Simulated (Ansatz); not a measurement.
# GaNHO+ (triplet): wave-function methods side by side, cc-pVDZ

Aim: climb from Hartree-Fock through coupled cluster for GaNHO+ (triplet) at one geometry and basis, and see what each rung misses.

Program: Ansatz 0.2.0, Gaussian basis. Level of theory: cc-pVDZ, core rule «outside noble gas», up to 16 orbitals frozen. These are calculated values, not measurements.

The runs, in order: UHF; CCSD(T) on ROHF; CCSD(T) on UHF; BCCD(T) on ROHF; CISD; CCSDT(Q) on ROHF; CCSDT(Q) on UHF.

20 further runs of the same task are left out: 8 that didn't finish, 12 set aside as unsound or not needed.

### 1 The geometry

The geometry is a PBE0/def2-TZVP stationary point (not a proven minimum) of the parent state, kept for this charge and spin. No spin-orbit coupling is included. The filled d shell of Ga may be among the frozen orbitals whatever the setting's name suggests; the logs give the count.

4 atoms, charge 1, spin multiplicity 3.

Atoms are counted from 1 here; the program's logs count them from 0.

Bond lengths: N1–Ga2 1.824 Å, N1–H4 1.026 Å, Ga2–O3 1.646 Å. Angles: Ga2–N1–H4 110.7°, N1–Ga2–O3 174.4°.

### 2 UHF

in.yaml

```yaml
crystal:
  periodic: [false, false, false]
  atoms:
    - {symbol: N, position_ang: [0.000002, -0.305202, 1.208781]}
    - {symbol: Ga, position_ang: [-0.000020, -0.148364, -0.607989]}
    - {symbol: O, position_ang: [0.000006, -0.166513, -2.253636]}
    - {symbol: H, position_ang: [0.000012, 0.620079, 1.652845]}
basis:
  gaussian: {orbitals: cc-pVDZ}
total_charge: 1
magnetization: {spin_polarized: true, initial_magnetization: 2}
hamiltonian: {xc: hf}
output: {orbitals: {seedname: orbitals}}
```

Command:

```console
$ ansatz run in.yaml --threads 1 --pin off --events-out ev --progress --plain --max-ram 2393MiB
```

Further steps of the session: CCSD(T) on ROHF; CCSD(T) on UHF; BCCD(T) on ROHF; CISD; CCSDT(Q) on ROHF; CCSDT(Q) on UHF.

Before running them: what should the planned runs give, taken together? Wanted: UCCSDT(Q) below the RHF energy; RMP2 from UCCSDT(Q); UMP2 from UCCSDT(Q); RCCSD from UCCSDT(Q); RCCSD(T) from UCCSDT(Q); UCCSD(T) from UCCSDT(Q); RCCSDT(Q) from UCCSDT(Q); T1 diagnostic.

The runs gave:

```
                         quantity                      value
   UCCSDT(Q) below the RHF energy                 -9.8950 eV
              RMP2 from UCCSDT(Q)            +25.75 kcal/mol
              UMP2 from UCCSDT(Q)            +25.84 kcal/mol
             RCCSD from UCCSDT(Q)             +7.68 kcal/mol
          RCCSD(T) from UCCSDT(Q)             +1.82 kcal/mol
          UCCSD(T) from UCCSDT(Q)             +1.78 kcal/mol
         RCCSDT(Q) from UCCSDT(Q)             +0.15 kcal/mol
levels within 1 kcal/mol (43 meV)  RCCSDT, UCCSDT, RCCSDT(Q)
                    T1 diagnostic                      0.029
```

RCCSD(T) misses by +1.82 kcal/mol, 0.8 % of the correlation energy. These misses are within one basis, not against nature; the frozen cores of restricted and unrestricted runs differ, which can shift their rows.
